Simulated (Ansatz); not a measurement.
**AsH2NaO (SMILES O[AsH][Na]): a rigid scan of the bond length As2–H5**

Aim: the energy along the bond length As2–H5, from CCSD(T) and from cheaper methods, relative to the minimum. No other atom is relaxed.

Program: Ansatz 0.2.0, Gaussian basis. Level of theory: single points in def2-TZVPP. These are calculated values, not measurements.

Levels: PBE-D4, r2SCAN-D4, PBE0-D4, B3LYP-D4, wB97M-V, Hartree-Fock, MP2, CCSD, CCSD(T). The scan takes 1.356, 1.410, 1.488, 1.580, 1.682, 1.791, 1.907, 2.030, 2.157 Å.

Correlated methods freeze the cores. Filled d shells of the heavier atoms are correlated. The outer core shell of Li, Na, Mg and K is correlated. B3LYP uses VWN-RPA correlation.

109 further runs of the same task are left out: 109 set aside as unsound or not needed.

### Step 1. Where the work starts

The minimum, relaxed at PBE0-D4: SMILES `O[AsH][Na]`, 5 atoms, charge 0, spin multiplicity 1.

Atoms are counted from 1 here; the program's logs count them from 0.

Bond lengths: O1–As2 1.925 Å, O1–Na3 2.165 Å, O1–H4 0.957 Å, As2–Na3 2.691 Å, As2–H5 1.541 Å. Angles: As2–O1–Na3 82.1°, As2–O1–H4 109.4°, Na3–O1–H4 167.4°, O1–As2–Na3 52.8°, O1–As2–H5 93.7°, Na3–As2–H5 89.5°, O1–Na3–As2 45.1°.

Geometry (Å):

```mol
AsH2NaO
  3D, bonds by distance, orders not assigned

  5  5  0  0  0  0  0  0  0  0999 V2000
   -0.7279   -0.4358   -0.2734 O   0  0
    0.8438    0.6231   -0.6107 As  0  0
    0.6884   -1.6415    0.8344 Na  0  0
   -1.4941    0.0094   -0.6341 H   0  0
    0.6898    1.4448    0.6838 H   0  0
  1  2  8  0
  1  3  8  0
  1  4  8  0
  2  3  8  0
  2  5  8  0
M  END
```

Energies of the minimum (eV), from earlier single points: PBE-D4 -67324.19231, r2SCAN-D4 -67336.51975, PBE0-D4 -67326.24527, B3LYP-D4 -67340.33601, wB97M-V -67334.09028, CCSD(T) -67289.76222.

At the minimum the bond length As2–H5 is 1.541 Å.

### Step 2. As2–H5 = 1.356 Å

The input, pbe-tzvpp/in.yaml:

```yaml
crystal:
  periodic: [false, false, false]
  atoms:
    - {symbol: O, position_ang: [-0.727884, -0.435777, -0.273376]}
    - {symbol: As, position_ang: [0.843826, 0.623061, -0.610717]}
    - {symbol: Na, position_ang: [0.688366, -1.641533, 0.834420]}
    - {symbol: H, position_ang: [-1.494062, 0.009420, -0.634086]}
    - {symbol: H, position_ang: [0.708253, 1.346172, 0.528347]}
basis:
  gaussian: {orbitals: def2-TZVPP}
hamiltonian: {xc: pbe, dispersion: d4}
output: {forces: true}
```

r2scan-tzvpp/in.yaml, as changes to pbe-tzvpp/in.yaml:

```diff
-hamiltonian: {xc: pbe, dispersion: d4}
+hamiltonian: {xc: r2scan, dispersion: d4}
```

pbe0-tzvpp/in.yaml:

```diff
-hamiltonian: {xc: pbe, dispersion: d4}
-output: {forces: true}
+hamiltonian: {xc: pbe0, dispersion: d4}
+output: {forces: true, orbitals: {seedname: orbitals}}
```

b3lyp-tzvpp/in.yaml:

```diff
-hamiltonian: {xc: pbe, dispersion: d4}
+hamiltonian: {xc: {name: B3LYP}, dispersion: d4}
```

wb97mv-tzvpp/in.yaml:

```diff
-hamiltonian: {xc: pbe, dispersion: d4}
-output: {forces: true}
+hamiltonian: {xc: {name: wB97M-V}}
```

ccsdt-tzvpp/in.yaml:

```diff
-hamiltonian: {xc: pbe, dispersion: d4}
-output: {forces: true}
+correlation: {method: ccsd_t}
```

One command serves all of them, each in its own folder.

On the command line:

```sh
$ ansatz run in.yaml --threads 2 --pin off --events-out ev --progress --plain --max-ram 4352MiB
```

After this run come: As2–H5 = 1.410 Å; As2–H5 = 1.488 Å; As2–H5 = 1.580 Å; As2–H5 = 1.682 Å; As2–H5 = 1.791 Å; As2–H5 = 1.907 Å; As2–H5 = 2.030 Å; As2–H5 = 2.157 Å.

Before running it: what results should come out? Wanted: highest point, CCSD(T); lowest point, CCSD(T); minimum along the scan, CCSD(T); RMS deviation from CCSD(T); largest T1 diagnostic.

The runs gave:

| quantity | value |
| --- | --- |
| highest point, CCSD(T) | 29.8 kcal/mol at 2.157 Å |
| lowest point, CCSD(T) | 0.0 kcal/mol at 1.541 Å |
| minimum along the scan, CCSD(T) | 1.534 Å |
| curvature there | 16.1 eV/Å² |
| RMS deviation from CCSD(T) | PBE-D4 2.1, r2SCAN-D4 0.4, PBE0-D4 0.3, B3LYP-D4 1.0, wB97M-V 0.6, Hartree-Fock 2.2, MP2 2.0, CCSD 0.6 kcal/mol |
| largest T1 diagnostic | 0.015 |

What this shows: A polynomial through the near points puts the CCSD(T) minimum 0.007 Å below the PBE0-D4 value. It is steeper on the short side than on the long one. Curvature against CCSD(T): PBE-D4 -9 %, Hartree-Fock +10 %. The curve of PBE0-D4 lies nearest to CCSD(T), that of Hartree-Fock farthest. The restricted Hartree–Fock reference is unstable towards an unrestricted one at one or more of these structures.
